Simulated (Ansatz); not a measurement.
# CuO+ (singlet): the correlation ladder, def2-SVP

An exercise on one series of results from a longer session: the logs are not shown, and one member is left open.

Method: def2-SVP, core rule «outside noble gas», up to 10 orbitals frozen; program: Ansatz 0.2.0, Gaussian basis.

The runs, in order: UHF; CCSD(T) on RHF; CCSD(T) on UHF; CISD; CCSDT(Q) on RHF; CCSDT(Q) on UHF; CASSCF and MRCISD+Q, 16 electrons in 10 orbitals; CASSCF and NEVPT2, 16 electrons in 10 orbitals.

13 further runs of the same task are left out: 2 for a known fault of the program, 4 that didn't finish, 7 set aside as unsound or not needed.

## What is computed

The geometry is a PBE0/def2-TZVP stationary point (not a proven minimum) of the parent state, kept for this charge and spin.

2 atoms, charge 1, spin multiplicity 1.

Atoms are counted from 1 here; the program's logs count them from 0.

Bond lengths: Cu1–O2 1.812 Å.

Set-up of the first run:

The input, in.yaml:

```yaml
crystal:
  periodic: [false, false, false]
  atoms:
    - {symbol: Cu, position_ang: [0.000000, 0.000000, 0.000000]}
    - {symbol: O, position_ang: [0.000000, 0.000000, 1.811600]}
basis:
  gaussian: {orbitals: def2-SVP}
total_charge: 1
magnetization: {spin_polarized: true, initial_magnetization: 0}
hamiltonian: {xc: hf}
output: {orbitals: {seedname: orbitals}}
```

Started as:

```console
$ ansatz run in.yaml --threads 1 --pin off --events-out ev --progress --plain --max-ram 2393MiB
```

Among the steps run: UHF; CCSD(T) on RHF; CCSD(T) on UHF; CISD; CCSDT(Q) on RHF; CCSDT(Q) on UHF; CASSCF and MRCISD+Q, 16 electrons in 10 orbitals; CASSCF and NEVPT2, 16 electrons in 10 orbitals.

One table of the session follows, with a row left open; its other results are not shown here.

It belongs to the step «Misses and costs». 

```
          method  from RCCSDT(Q) (meV)
             RHF              +12655.4
             UHF                     ?
            RMP2               +1276.0
            UMP2                -356.5
            CISD               +2343.7
           RCCSD               +1185.3
           UCCSD                -365.6
        RCCSD(T)                +329.6
        UCCSD(T)                -984.4
          RCCSDT                +242.5
          UCCSDT               -1364.3
       RCCSDT(Q)                     0
       UCCSDT(Q)               -1411.9
  CASSCF valence              +10101.5
  NEVPT2 valence               +1866.9
  MRCISD valence               +1494.1
MRCISD+Q valence                +902.1
```

**Question.** Estimate the row for UHF.

**Answer.** from RCCSDT(Q) (meV): +10310.1. In the column «from RCCSDT(Q) (meV)» it lies between CASSCF valence (+10101.5) and RHF (+12655.4).

The program flags UCCSD(T), UCCSDT(Q) as in doubt (see the logs), so those rows may rest on another solution; read them beside their warnings.

Limits of these values: The determinant is far from a pure spin state, so its energy mixes those of several spin states (harmless only where they are near-degenerate, as at dissociation). The program flags UCCSD(T), UCCSDT(Q) as in doubt, so those rows may rest on another solution; read them beside their warnings. Warnings: restricted reference is unstable; spin contamination; large T1 diagnostic. Restricted and unrestricted rows rest on different reference determinants; where their highest levels disagree by more than a few hundredths of an eV, they describe different states and don't form one ladder.
